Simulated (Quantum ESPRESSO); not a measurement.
# HfC (Fm-3m) in Quantum ESPRESSO: further runs

Aim: see how the results for HfC move with the level of theory and the settings. Levels: PBE, PBEsol. Tasks: single point.

Everything below comes from runs of Quantum ESPRESSO 7.5. Logs are shortened: lines on timing, memory, paths and dates and some standing lists are left out, and cuts for length are marked.

## Step 1: Starting point

It takes space group Fm-3m (No. 225, cubic). The conventional cell has a = 4.650 Å, b = 4.650 Å, c = 4.650 Å, α = 90.00°, β = 90.00°, γ = 90.00°. Hf (site symmetry m-3m) has 6 C at 2.33 Å as nearest neighbours. C (site symmetry m-3m) has 6 Hf at 2.33 Å as nearest neighbours.

## Step 2: Single point, PBE

Contents of scf.in:

```
&CONTROL
  calculation = 'scf'
  prefix = 'pwscf'
  outdir = './tmp'
  pseudo_dir = './pseudo'
/
&SYSTEM
  ibrav = 0
  nat = 2
  ntyp = 2
  ecutwfc = 82
  nbnd = 14
  occupations = 'smearing'
  smearing = 'fd'
  degauss = 0.00367493
  force_symmorphic = .true.
/
&ELECTRONS
  conv_thr = 4d-10
  electron_maxstep = 120
  mixing_beta = 0.5
/
ATOMIC_SPECIES
Hf   178.4900 Hf.upf
C     12.0110 C.upf
CELL_PARAMETERS angstrom
   0.0000000000    2.3250000000    2.3250000000
   2.3250000000    0.0000000000    2.3250000000
   2.3250000000    2.3250000000    0.0000000000
ATOMIC_POSITIONS angstrom
Hf     2.3250000000    2.3250000000    2.3250000000
C      0.0000000000    0.0000000000    0.0000000000
K_POINTS automatic
20 20 20 0 0 0
```

Contents of nscf.in:

```
&CONTROL
  calculation = 'nscf'
  prefix = 'pwscf'
  outdir = './tmp'
  pseudo_dir = './pseudo'
/
&SYSTEM
  ibrav = 0
  nat = 2
  ntyp = 2
  ecutwfc = 82
  nbnd = 38
  occupations = 'smearing'
  smearing = 'fd'
  degauss = 0.00367493
  force_symmorphic = .true.
/
&ELECTRONS
  conv_thr = 1d-08
  diago_full_acc = .true.
  diago_thr_init = 1d-06
/
ATOMIC_SPECIES
Hf   178.4900 Hf.upf
C     12.0110 C.upf
CELL_PARAMETERS angstrom
   0.0000000000    2.3250000000    2.3250000000
   2.3250000000    0.0000000000    2.3250000000
   2.3250000000    2.3250000000    0.0000000000
ATOMIC_POSITIONS angstrom
Hf     2.3250000000    2.3250000000    2.3250000000
C      0.0000000000    0.0000000000    0.0000000000
K_POINTS automatic
20 20 20 0 0 0
```

Potentials or basis: PseudoDojo 0.4.1 SR PBE standard.

Launch:

```
$ OMP_NUM_THREADS=1 pw.x -in scf.in > scf.out
$ OMP_NUM_THREADS=1 pw.x -in nscf.in > nscf.out
```

scf.out:

```text
This program is part of the open-source Quantum ESPRESSO suite
     for quantum simulation of materials; please cite
[... 9 lines left out ...]
     --------------------
     sticks:   dense  smooth     PW     G-vecs:    dense   smooth      PW
     Sum         859     859    265                16889    16889    2891

     Using Slab Decomposition

     bravais-lattice index     =            0
     lattice parameter (alat)  =       6.2135  a.u.
     unit-cell volume          =     169.6272 (a.u.)^3
     number of atoms/cell      =            2
     number of atomic types    =            2
     number of electrons       =        16.00
     number of Kohn-Sham states=           14
     kinetic-energy cutoff     =      82.0000  Ry
     charge density cutoff     =     328.0000  Ry
     scf convergence threshold =      4.0E-10
     mixing beta               =       0.5000
     number of iterations used =            8  plain     mixing
     Exchange-correlation= PBE
                           (   1   4   3   4   0   0   0)

     celldm(1)=   6.213507  celldm(2)=   0.000000  celldm(3)=   0.000000
     celldm(4)=   0.000000  celldm(5)=   0.000000  celldm(6)=   0.000000

     crystal axes: (cart. coord. in units of alat)
               a(1) = (   0.000000   0.707107   0.707107 )
               a(2) = (   0.707107   0.000000   0.707107 )
               a(3) = (   0.707107   0.707107   0.000000 )

     reciprocal axes: (cart. coord. in units 2 pi/alat)
               b(1) = ( -0.707107  0.707107  0.707107 )
               b(2) = (  0.707107 -0.707107  0.707107 )
               b(3) = (  0.707107  0.707107 -0.707107 )

     PseudoPot. # 1 for Hf read from file:
     Hf.upf
     Pseudo is Norm-conserving + core correction, Zval = 12.0
     Generated using ONCVPSP code by D. R. Hamann
     Using radial grid of 1656 points,  8 beta functions with:
                l(1) =   0
                l(2) =   0
                l(3) =   1
                l(4) =   1
                l(5) =   2
                l(6) =   2
                l(7) =   3
                l(8) =   3

     PseudoPot. # 2 for C  read from file:
     C.upf
     Pseudo is Norm-conserving + core correction, Zval =  4.0
     Generated using ONCVPSP code by D. R. Hamann
     Using radial grid of 1248 points,  4 beta functions with:
                l(1) =   0
                l(2) =   0
                l(3) =   1
                l(4) =   1

     atomic species   valence    mass     pseudopotential
     Hf               12.00   178.49000     Hf( 1.00)
     C                 4.00    12.01100     C ( 1.00)

     48 Sym. Ops., with inversion, found

   Cartesian axes

     site n.     atom                  positions (alat units)
         1        Hf     tau(   1) = (   0.7071068   0.7071068   0.7071068  )
         2        C      tau(   2) = (   0.0000000   0.0000000   0.0000000  )

     number of k points=   256  Fermi-Dirac smearing, width (Ry)=  0.0037

     Number of k-points >= 100: set verbosity='high' to print them.

     Dense  grid:    16889 G-vectors     FFT dimensions: (  36,  36,  36)

     Initial potential from superposition of free atoms

     starting charge      15.9981, renormalised to      16.0000
     Starting wfcs are   14 randomized atomic wfcs

     Self-consistent Calculation

     iteration #  1     ecut=    82.00 Ry     beta= 0.50
     Davidson diagonalization with overlap
     ethr =  1.00E-02,  avg # of iterations =  3.2

     total energy              =    -124.78163810 Ry
     estimated scf accuracy    <       0.60545360 Ry

     iteration #  2     ecut=    82.00 Ry     beta= 0.50
     Davidson diagonalization with overlap
     ethr =  3.78E-03,  avg # of iterations =  2.0

     total energy              =    -124.96867697 Ry
     estimated scf accuracy    <       0.26127324 Ry

     iteration #  3     ecut=    82.00 Ry     beta= 0.50
     Davidson diagonalization with overlap
     ethr =  1.63E-03,  avg # of iterations =  1.4

     total energy              =    -125.01028588 Ry
     estimated scf accuracy    <       0.00376994 Ry

     iteration #  4     ecut=    82.00 Ry     beta= 0.50
     Davidson diagonalization with overlap
     ethr =  2.36E-05,  avg # of iterations =  4.2

     total energy              =    -125.01168169 Ry
     estimated scf accuracy    <       0.00114424 Ry

     iteration #  5     ecut=    82.00 Ry     beta= 0.50
     Davidson diagonalization with overlap
     ethr =  7.15E-06,  avg # of iterations =  1.5

     total energy              =    -125.01171237 Ry
     estimated scf accuracy    <       0.00018541 Ry

     iteration #  6     ecut=    82.00 Ry     beta= 0.50
     Davidson diagonalization with overlap
     ethr =  1.16E-06,  avg # of iterations =  2.3

     total energy              =    -125.01171875 Ry
     estimated scf accuracy    <       0.00001817 Ry

     iteration #  7     ecut=    82.00 Ry     beta= 0.50
     Davidson diagonalization with overlap
     ethr =  1.14E-07,  avg # of iterations =  2.0

     total energy              =    -125.01172249 Ry
     estimated scf accuracy    <       0.00000029 Ry

     iteration #  8     ecut=    82.00 Ry     beta= 0.50
     Davidson diagonalization with overlap
     ethr =  1.83E-09,  avg # of iterations =  2.7

     total energy              =    -125.01172254 Ry
     estimated scf accuracy    <       0.00000004 Ry

     iteration #  9     ecut=    82.00 Ry     beta= 0.50
     Davidson diagonalization with overlap
     ethr =  2.79E-10,  avg # of iterations =  2.1

     total energy              =    -125.01172254 Ry
     estimated scf accuracy    <       0.00000007 Ry

     iteration # 10     ecut=    82.00 Ry     beta= 0.50
     Davidson diagonalization with overlap
     ethr =  2.79E-10,  avg # of iterations =  2.0

     End of self-consistent calculation

     Number of k-points >= 100: set verbosity='high' to print the bands.

     the Fermi energy is    15.4185 ev

!    total energy              =    -125.01172255 Ry
     estimated scf accuracy    <          2.7E-11 Ry
     smearing contrib. (-TS)   =      -0.00013857 Ry
     internal energy E=F+TS    =    -125.01158398 Ry

     The total energy is F=E-TS. E is the sum of the following terms:
     one-electron contribution =      -9.89744692 Ry
     hartree contribution      =      13.14471426 Ry
     xc contribution           =     -32.87126904 Ry
     ewald contribution        =     -95.38758228 Ry

     convergence has been achieved in  10 iterations

=------------------------------------------------------------------------------=
   JOB DONE.
=------------------------------------------------------------------------------=
```

Run time: 2.6 min. Hardware: 1 thread of AMD EPYC 7R43 (Zen 3), shared host; peak memory 0.15 GiB.

What came out:

```
Band gap on the k mesh, mean-field level : none (metal or under the smearing width)
```

Spin-orbit coupling is left out, which matters for the levels of Hf.

## Step 3: Single point, PBEsol

scf.in is that of step 2.

nscf.in is that of step 2.

Potentials or basis: PseudoDojo 0.4.1 SR PBEsol standard.

Launch:

```
$ OMP_NUM_THREADS=1 pw.x -in scf.in > scf.out
$ OMP_NUM_THREADS=1 pw.x -in nscf.in > nscf.out
```

scf.out:

```text
This program is part of the open-source Quantum ESPRESSO suite
     for quantum simulation of materials; please cite
[... 9 lines left out ...]
     --------------------
     sticks:   dense  smooth     PW     G-vecs:    dense   smooth      PW
     Sum         859     859    265                16889    16889    2891

     Using Slab Decomposition

     bravais-lattice index     =            0
     lattice parameter (alat)  =       6.2135  a.u.
     unit-cell volume          =     169.6272 (a.u.)^3
     number of atoms/cell      =            2
     number of atomic types    =            2
     number of electrons       =        16.00
     number of Kohn-Sham states=           14
     kinetic-energy cutoff     =      82.0000  Ry
     charge density cutoff     =     328.0000  Ry
     scf convergence threshold =      4.0E-10
     mixing beta               =       0.5000
     number of iterations used =            8  plain     mixing
     Exchange-correlation= PBESOL
                           (   1   4  10   8   0   0   0)

     celldm(1)=   6.213507  celldm(2)=   0.000000  celldm(3)=   0.000000
     celldm(4)=   0.000000  celldm(5)=   0.000000  celldm(6)=   0.000000

     crystal axes: (cart. coord. in units of alat)
               a(1) = (   0.000000   0.707107   0.707107 )
               a(2) = (   0.707107   0.000000   0.707107 )
               a(3) = (   0.707107   0.707107   0.000000 )

     reciprocal axes: (cart. coord. in units 2 pi/alat)
               b(1) = ( -0.707107  0.707107  0.707107 )
               b(2) = (  0.707107 -0.707107  0.707107 )
               b(3) = (  0.707107  0.707107 -0.707107 )

     PseudoPot. # 1 for Hf read from file:
     Hf.upf
     Pseudo is Norm-conserving + core correction, Zval = 12.0
     Generated using ONCVPSP code by D. R. Hamann
     Using radial grid of 1656 points,  8 beta functions with:
                l(1) =   0
                l(2) =   0
                l(3) =   1
                l(4) =   1
                l(5) =   2
                l(6) =   2
                l(7) =   3
                l(8) =   3

     PseudoPot. # 2 for C  read from file:
     C.upf
     Pseudo is Norm-conserving + core correction, Zval =  4.0
     Generated using ONCVPSP code by D. R. Hamann
     Using radial grid of 1248 points,  4 beta functions with:
                l(1) =   0
                l(2) =   0
                l(3) =   1
                l(4) =   1

     atomic species   valence    mass     pseudopotential
     Hf               12.00   178.49000     Hf( 1.00)
     C                 4.00    12.01100     C ( 1.00)

     48 Sym. Ops., with inversion, found

   Cartesian axes

     site n.     atom                  positions (alat units)
         1        Hf     tau(   1) = (   0.7071068   0.7071068   0.7071068  )
         2        C      tau(   2) = (   0.0000000   0.0000000   0.0000000  )

     number of k points=   256  Fermi-Dirac smearing, width (Ry)=  0.0037

     Number of k-points >= 100: set verbosity='high' to print them.

     Dense  grid:    16889 G-vectors     FFT dimensions: (  36,  36,  36)

     Initial potential from superposition of free atoms

     starting charge      15.9983, renormalised to      16.0000
     Starting wfcs are   14 randomized atomic wfcs

     Self-consistent Calculation

     iteration #  1     ecut=    82.00 Ry     beta= 0.50
     Davidson diagonalization with overlap
     ethr =  1.00E-02,  avg # of iterations =  3.2

     total energy              =    -124.70610466 Ry
     estimated scf accuracy    <       0.56022383 Ry

     iteration #  2     ecut=    82.00 Ry     beta= 0.50
     Davidson diagonalization with overlap
     ethr =  3.50E-03,  avg # of iterations =  2.1

     total energy              =    -124.88118988 Ry
     estimated scf accuracy    <       0.24634753 Ry

     iteration #  3     ecut=    82.00 Ry     beta= 0.50
     Davidson diagonalization with overlap
     ethr =  1.54E-03,  avg # of iterations =  1.4

     total energy              =    -124.91991146 Ry
     estimated scf accuracy    <       0.00357685 Ry

     iteration #  4     ecut=    82.00 Ry     beta= 0.50
     Davidson diagonalization with overlap
     ethr =  2.24E-05,  avg # of iterations =  4.4

     total energy              =    -124.92133064 Ry
     estimated scf accuracy    <       0.00185882 Ry

     iteration #  5     ecut=    82.00 Ry     beta= 0.50
     Davidson diagonalization with overlap
     ethr =  1.16E-05,  avg # of iterations =  1.2

     total energy              =    -124.92139855 Ry
     estimated scf accuracy    <       0.00023318 Ry

     iteration #  6     ecut=    82.00 Ry     beta= 0.50
     Davidson diagonalization with overlap
     ethr =  1.46E-06,  avg # of iterations =  2.7

     total energy              =    -124.92141549 Ry
     estimated scf accuracy    <       0.00001895 Ry

     iteration #  7     ecut=    82.00 Ry     beta= 0.50
     Davidson diagonalization with overlap
     ethr =  1.18E-07,  avg # of iterations =  1.9

     total energy              =    -124.92141564 Ry
     estimated scf accuracy    <       0.00000326 Ry

     iteration #  8     ecut=    82.00 Ry     beta= 0.50
     Davidson diagonalization with overlap
     ethr =  2.04E-08,  avg # of iterations =  2.0

     total energy              =    -124.92141630 Ry
     estimated scf accuracy    <          8.0E-10 Ry

     iteration #  9     ecut=    82.00 Ry     beta= 0.50
     Davidson diagonalization with overlap
     ethr =  4.98E-12,  avg # of iterations =  4.7

     total energy              =    -124.92141631 Ry
     estimated scf accuracy    <       0.00000003 Ry

     iteration # 10     ecut=    82.00 Ry     beta= 0.50
     Davidson diagonalization with overlap
     ethr =  4.98E-12,  avg # of iterations =  3.6

     total energy              =    -124.92141631 Ry
     estimated scf accuracy    <          7.5E-09 Ry

     iteration # 11     ecut=    82.00 Ry     beta= 0.50
     Davidson diagonalization with overlap
     ethr =  4.98E-12,  avg # of iterations =  2.8

     End of self-consistent calculation

     Number of k-points >= 100: set verbosity='high' to print the bands.

     the Fermi energy is    15.2676 ev

!    total energy              =    -124.92141631 Ry
     estimated scf accuracy    <          8.8E-11 Ry
     smearing contrib. (-TS)   =      -0.00014263 Ry
     internal energy E=F+TS    =    -124.92127369 Ry

     The total energy is F=E-TS. E is the sum of the following terms:
     one-electron contribution =     -10.05075886 Ry
     hartree contribution      =      13.12678717 Ry
     xc contribution           =     -32.60971972 Ry
     ewald contribution        =     -95.38758228 Ry

     convergence has been achieved in  11 iterations

=------------------------------------------------------------------------------=
   JOB DONE.
=------------------------------------------------------------------------------=
```

Run time: 1.7 min. Hardware: 1 thread of AMD EPYC 9R45 (Zen 5), shared host; peak memory 0.16 GiB.

Results:

| Item | Value |
| --- | --- |
| Band gap on the k mesh, mean-field level | none (metal or under the smearing width) |

Levels at points of the mesh, in eV from the Fermi level:
| k point | band 5 | band 6 | band 7 | band 8 | band 9 | band 10 | band 11 | band 12 |
| --- | --- | --- | --- | --- | --- | --- | --- | --- |
| (0.00, 0.00, 0.00) | -12.29 | 1.04 | 1.04 | 1.04 | 1.36 | 1.36 | 1.36 | 3.37 |
| (0.00, 0.00, -0.50) | -8.49 | -6.18 | -3.00 | -3.00 | 5.30 | 5.30 | 5.76 | 6.53 |
| (0.00, -0.50, -0.50) | -10.38 | -2.60 | -1.82 | -0.07 | -0.07 | 5.30 | 6.74 | 6.74 |

The run has no spin-orbit coupling, so splittings on Hf are missing.
